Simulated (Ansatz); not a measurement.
# In: stress in a strained cell

In is deformed so: zz strain of +3 %. What stress and forces result, by LAPW, PAW and all-electron datasets made for the crystal?

Method: DFT PBEsol, scalar-relativistic, in Ansatz 0.2.0.

## (1) Starting point

Symmetry: R-3m, No. 166, trigonal system. Conventional cell: a = 3.339 Å, b = 3.339 Å, c = 24.622 Å, α = 90.00°, β = 90.00°, γ = 120.00°. In (site symmetry -3m) has 12 In at 3.34 to 3.35 Å as nearest neighbours. In (site symmetry 3m) is surrounded by 12 In at 3.34 to 3.35 Å.

As a file:

```xyz
3
Lattice="1.6696 0.9640 8.2075 -1.6696 0.9640 8.2075 0.0000 -1.9279 8.2075" Properties=species:S:1:pos:R:3 pbc="T T T"
In    0.0000    0.0000    0.0000
In    0.0000    0.0000   19.1565
In    0.0000    0.0000    5.4659
```

Atoms are numbered in the order of the input: In1, In2, In3.

## (2) After the deformation

Space group R-3m before, R-3m after.

## (3) Full-potential LAPW

The input, input.yaml:

```yaml
crystal:
  lattice:
    - [1.6696368166, 0.9639652655, 8.4536871475]
    - [-1.6696368166, 0.9639652655, 8.4536871475]
    - [0.0, -1.927930531, 8.4536871475]
  atoms:
    - { symbol: In, position: [0.0, 0.0, 0.0] }
    - { symbol: In, position: [0.77801224, 0.77801224, 0.77801224] }
    - { symbol: In, position: [0.22198776, 0.22198776, 0.22198776] }
kpoints:
  mp_grid: { grid: [14, 14, 14] }
  band_path:
    path:
      - [0.0, 0.0, 0.0]
      - [0.5, 0.5, 0.5]
      - [0.8246649288, 0.1753350712, 0.5]
      - [0.5, -0.1753350712, 0.1753350712]
      - [0.5, 0.0, 0.0]
      - [0.0, 0.0, 0.0]
      - [0.3376675356, -0.3376675356, 0.0]
      - [0.6623324644, 0.0, 0.3376675356]
      - [0.5, 0.0, 0.5]
    npoints: 5
scf:
  occupations: { method: fermi_dirac, width: 0.05 }
hamiltonian:
  xc: pbesol
  pseudopotentials: { kind: all_electron, lapw: { basis_error: 0.0005 } }
output:
  forces: true
  stress: true
  eigenvalues: true
```

The run is started by

```
ansatz run input.yaml --threads 1 --pin off --max-ram 6144MiB --backend cpu --events-out ev --progress --plain --runs-dir out
```

## (4) PAW on the default files

The input, input.yaml:

```yaml
crystal:
  lattice:
    - [1.6696368166, 0.9639652655, 8.4536871475]
    - [-1.6696368166, 0.9639652655, 8.4536871475]
    - [0.0, -1.927930531, 8.4536871475]
  atoms:
    - { symbol: In, position: [0.0, 0.0, 0.0] }
    - { symbol: In, position: [0.77801224, 0.77801224, 0.77801224] }
    - { symbol: In, position: [0.22198776, 0.22198776, 0.22198776] }
kpoints:
  mp_grid: { grid: [14, 14, 14] }
scf:
  occupations: { method: fermi_dirac, width: 0.05 }
hamiltonian:
  xc: pbesol
  pseudopotentials: { kind: paw }
output:
  forces: true
  stress: true
  eigenvalues: true
  efg: { contact_densities: true }
  write_density: true
  write_potential: true
  elf: true
  volumetric_format: npy
```

## (5) Datasets made for this crystal

input.yaml, as its differences from that of step 4:

```diff
@@ -15,3 +15,3 @@
   xc: pbesol
-  pseudopotentials: { kind: paw }
+  pseudopotentials: { kind: all_electron, datasets: crystal }
 output:
@@ -21,5 +21 @@
   efg: { contact_densities: true }
-  write_density: true
-  write_potential: true
-  elf: true
-  volumetric_format: npy
```

(Steps that only read results are left out.)

Before running it: what results should come out? Wanted: pressure; largest shear or deviatoric stress.

**Answer**, as computed:

| quantity | value |
| --- | --- |
| pressure | LAPW -2.24, PAW -2.24, crystal datasets -2.24 GPa |
| largest shear or deviatoric stress (LAPW) | 0.09 GPa |

**Reading.** The largest part of the stress beyond the pressure is 0.09 GPa in size, in the zz component; the atoms are carried along and not relaxed. No run of the undeformed cell stands beside it, so the pressure holds what the given cell had before the change. PAW: stress within 0.01 GPa of LAPW. Crystal datasets: stress within 0.01 GPa of LAPW.
